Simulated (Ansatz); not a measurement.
# CH7NO3Zr: small, medium and large basis sets

One table from this session's results is given with a row withheld; the runs are named, their logs left out.

The runs use Ansatz 0.2.0, Gaussian basis; one geometry, several basis sets.

Plan: PBE0-D4/def2-SVP; ωB97M-V/def2-SVP; PBE0-D4/def2-QZVPP; ωB97M-V/def2-QZVPP; the functionals' def2-TZVPP values are taken from earlier runs.

## The geometry

All runs share one geometry, relaxed beforehand with PBE0-D4 in a triple-zeta def2 set. Zr takes the def2 core potential; no spin-orbit term is included.

SMILES `C[NH][Zr]([OH])([OH])[OH]`, 13 atoms, charge 0, spin multiplicity 1.

Atoms are counted from 1 here; the program's logs count them from 0.

Bond lengths: C1–N2 1.447 Å, C1–H7 1.094 Å, C1–H8 1.098 Å, C1–H9 1.097 Å, N2–Zr3 2.034 Å, N2–H10 1.012 Å, Zr3–O4 1.946 Å, Zr3–O5 1.937 Å, Zr3–O6 1.939 Å, O4–H11 0.953 Å, O5–H12 0.952 Å, O6–H13 0.952 Å. Angles: N2–C1–H7 110.0°, N2–C1–H8 112.6°, N2–C1–H9 112.4°, H7–C1–H8 107.1°, H7–C1–H9 106.8°, H8–C1–H9 107.7°, C1–N2–Zr3 128.4°, C1–N2–H10 111.5°, Zr3–N2–H10 120.1°, N2–Zr3–O4 110.6°, N2–Zr3–O5 106.2°, N2–Zr3–O6 106.6°, O4–Zr3–O5 109.1°, O4–Zr3–O6 108.3°, O5–Zr3–O6 115.9°, Zr3–O4–H11 149.4°, Zr3–O5–H12 156.3°, Zr3–O6–H13 157.6°.

Coordinates:

```xyz
13
CH7NO3Zr
C     1.2611   -1.3264    1.0735
N     0.9461   -0.6127   -0.1452
Zr   -0.5795    0.6889   -0.4881
O    -2.2007   -0.2705   -0.9767
O    -0.0232    1.7951   -1.9777
O    -0.9019    1.6184    1.1826
H     0.5576   -1.0459    1.8627
H     1.1945   -2.4155    0.9540
H     2.2656   -1.0918    1.4472
H     1.6168   -0.8135   -0.8764
H    -2.6451   -1.0956   -1.1483
H    -0.1378    2.3898   -2.7125
H    -1.3535    2.1797    1.8049
```

Set-up of the first run:

The input, in.yaml:

```yaml
crystal:
  periodic: [false, false, false]
  atoms:
    - {symbol: C, position_ang: [1.261080, -1.326382, 1.073480]}
    - {symbol: N, position_ang: [0.946125, -0.612712, -0.145219]}
    - {symbol: Zr, position_ang: [-0.579468, 0.688872, -0.488071]}
    - {symbol: O, position_ang: [-2.200653, -0.270458, -0.976725]}
    - {symbol: O, position_ang: [-0.023250, 1.795052, -1.977718]}
    - {symbol: O, position_ang: [-0.901876, 1.618444, 1.182597]}
    - {symbol: H, position_ang: [0.557637, -1.045911, 1.862709]}
    - {symbol: H, position_ang: [1.194450, -2.415506, 0.954023]}
    - {symbol: H, position_ang: [2.265648, -1.091778, 1.447197]}
    - {symbol: H, position_ang: [1.616787, -0.813473, -0.876421]}
    - {symbol: H, position_ang: [-2.645114, -1.095629, -1.148266]}
    - {symbol: H, position_ang: [-0.137822, 2.389817, -2.712490]}
    - {symbol: H, position_ang: [-1.353534, 2.179661, 1.804905]}
basis:
  gaussian: {orbitals: def2-SVP}
hamiltonian: {xc: pbe0, dispersion: d4}
output: {orbitals: {seedname: orbitals}}
```

Command:

```console
> ansatz run in.yaml --threads 8 --pin off --events-out ev --progress --plain --max-ram 18278MiB
```

Steps of the session up to this table: PBE0-D4 in def2-SVP; ωB97M-V in def2-SVP; PBE0-D4 in def2-QZVPP; ωB97M-V in def2-QZVPP.

One table of the session follows, with a row left open; its other results are not shown here.

```
functional       basis  HOMO (eV)  LUMO (eV)
   PBE0-D4    def2-SVP      -6.25       0.20
   PBE0-D4  def2-TZVPP      -6.44      -0.06
   PBE0-D4  def2-QZVPP      -6.48      -0.18
   ωB97M-V    def2-SVP      -8.55       1.17
   ωB97M-V  def2-TZVPP          ?          ?
   ωB97M-V  def2-QZVPP      -8.79       0.60
```

**Question.** Estimate the row for ωB97M-V, def2-TZVPP.

As computed: HOMO (eV): -8.75; LUMO (eV): 0.81. In the column «HOMO (eV)» it lies between ωB97M-V, def2-QZVPP (-8.79) and ωB97M-V, def2-SVP (-8.55).
